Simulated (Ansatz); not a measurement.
# C4H12GeO3: small, medium and large basis sets

The task here is to estimate one member of a computed series from the others.

Program: Ansatz 0.2.0, Gaussian basis. Level of theory: one geometry, several basis sets. These are calculated values, not measurements.

The runs, in order: PBE0-D4/def2-SVP; ωB97M-V/def2-SVP; PBE0-D4/def2-QZVPP; ωB97M-V/def2-QZVPP; the functionals' def2-TZVPP values are taken from earlier runs.

**Structure used throughout**

An earlier PBE0-D4 in a triple-zeta def2 set relaxation fixed the geometry.

SMILES `CC[O][GeH]([O]C)[O]C`, 20 atoms, charge 0, spin multiplicity 1.

Atoms are counted from 1 here; the program's logs count them from 0.

Bond lengths: C1–C2 1.508 Å, C1–H9 1.092 Å, C1–H10 1.092 Å, C1–H11 1.093 Å, C2–O3 1.422 Å, C2–H12 1.096 Å, C2–H13 1.098 Å, O3–Ge4 1.755 Å, Ge4–O5 1.770 Å, Ge4–O7 1.757 Å, Ge4–H14 1.533 Å, O5–C6 1.409 Å, C6–H15 1.092 Å, C6–H16 1.096 Å, C6–H17 1.098 Å, O7–C8 1.412 Å, C8–H18 1.094 Å, C8–H19 1.092 Å and more. Angles: C2–C1–H9 110.7°, C2–C1–H10 110.5°, C2–C1–H11 110.4°, H9–C1–H10 108.3°, H9–C1–H11 108.5°, H10–C1–H11 108.5°, C1–C2–O3 108.6°, C1–C2–H12 110.5°, C1–C2–H13 110.3°, O3–C2–H12 109.9°, O3–C2–H13 110.3°, H12–C2–H13 107.3°, C2–O3–Ge4 119.5°, O3–Ge4–O5 111.4°, O3–Ge4–O7 107.2°, O3–Ge4–H14 107.2°, O5–Ge4–O7 104.5°, O5–Ge4–H14 111.4° and more.

Coordinates:

```
C     2.1325   -0.2348   -2.4607
C     1.5007   -0.2061   -1.0918
O     0.3831    0.6721   -1.1266
Ge   -0.6488    0.8158    0.2854
O    -1.3945   -0.7347    0.7012
C    -2.3558   -1.2905   -0.1667
O     0.3905    1.1845    1.6539
C    -0.0929    1.0437    2.9732
H     1.4199   -0.5931   -3.2066
H     2.4587    0.7657   -2.7517
H     3.0014   -0.8976   -2.4647
H     2.2225    0.1394   -0.3429
H     1.1823   -1.2148   -0.7984
H    -1.7067    1.8786   -0.0326
H    -2.7789   -2.1728    0.3185
H    -1.9138   -1.6000   -1.1210
H    -3.1772   -0.5937   -0.3789
H    -0.4732    0.0352    3.1623
H     0.7395    1.2383    3.6527
H    -0.8894    1.7648    3.1954
```

The first run:

Contents of in.yaml:

```yaml
crystal:
  periodic: [false, false, false]
  atoms:
    - {symbol: C, position_ang: [2.132485, -0.234821, -2.460720]}
    - {symbol: C, position_ang: [1.500673, -0.206081, -1.091848]}
    - {symbol: O, position_ang: [0.383150, 0.672075, -1.126615]}
    - {symbol: Ge, position_ang: [-0.648772, 0.815847, 0.285435]}
    - {symbol: O, position_ang: [-1.394548, -0.734719, 0.701208]}
    - {symbol: C, position_ang: [-2.355775, -1.290544, -0.166690]}
    - {symbol: O, position_ang: [0.390491, 1.184491, 1.653892]}
    - {symbol: C, position_ang: [-0.092877, 1.043703, 2.973159]}
    - {symbol: H, position_ang: [1.419869, -0.593063, -3.206556]}
    - {symbol: H, position_ang: [2.458703, 0.765656, -2.751712]}
    - {symbol: H, position_ang: [3.001400, -0.897625, -2.464726]}
    - {symbol: H, position_ang: [2.222517, 0.139383, -0.342853]}
    - {symbol: H, position_ang: [1.182341, -1.214841, -0.798365]}
    - {symbol: H, position_ang: [-1.706674, 1.878650, -0.032623]}
    - {symbol: H, position_ang: [-2.778854, -2.172800, 0.318518]}
    - {symbol: H, position_ang: [-1.913769, -1.599991, -1.120971]}
    - {symbol: H, position_ang: [-3.177235, -0.593659, -0.378905]}
    - {symbol: H, position_ang: [-0.473165, 0.035231, 3.162303]}
    - {symbol: H, position_ang: [0.739450, 1.238274, 3.652685]}
    - {symbol: H, position_ang: [-0.889400, 1.764825, 3.195393]}
basis:
  gaussian: {orbitals: def2-SVP}
hamiltonian: {xc: pbe0, dispersion: d4}
output: {orbitals: {seedname: orbitals}}
```

Steps of the session up to this table: PBE0-D4 in def2-SVP; ωB97M-V in def2-SVP; PBE0-D4 in def2-QZVPP; ωB97M-V in def2-QZVPP.

One of the session's tables, all rows but one given; the rest of the session is left out.

It belongs to the step «Density functionals: the series». 

| functional | basis | HOMO (eV) | LUMO (eV) |
| --- | --- | --- | --- |
| PBE0-D4 | def2-SVP | -7.82 | 1.20 |
| PBE0-D4 | def2-TZVPP | -7.92 | 0.85 |
| PBE0-D4 | def2-QZVPP | -7.96 | 0.63 |
| ωB97M-V | def2-SVP | ? | ? |
| ωB97M-V | def2-TZVPP | -10.34 | 2.56 |
| ωB97M-V | def2-QZVPP | -10.38 | 1.84 |

Q: Estimate the row for ωB97M-V, def2-SVP from the others.

**Answer.** HOMO (eV): -10.22; LUMO (eV): 3.15. In the column «HOMO (eV)» it lies between ωB97M-V, def2-TZVPP (-10.34) and PBE0-D4, def2-QZVPP (-7.96).
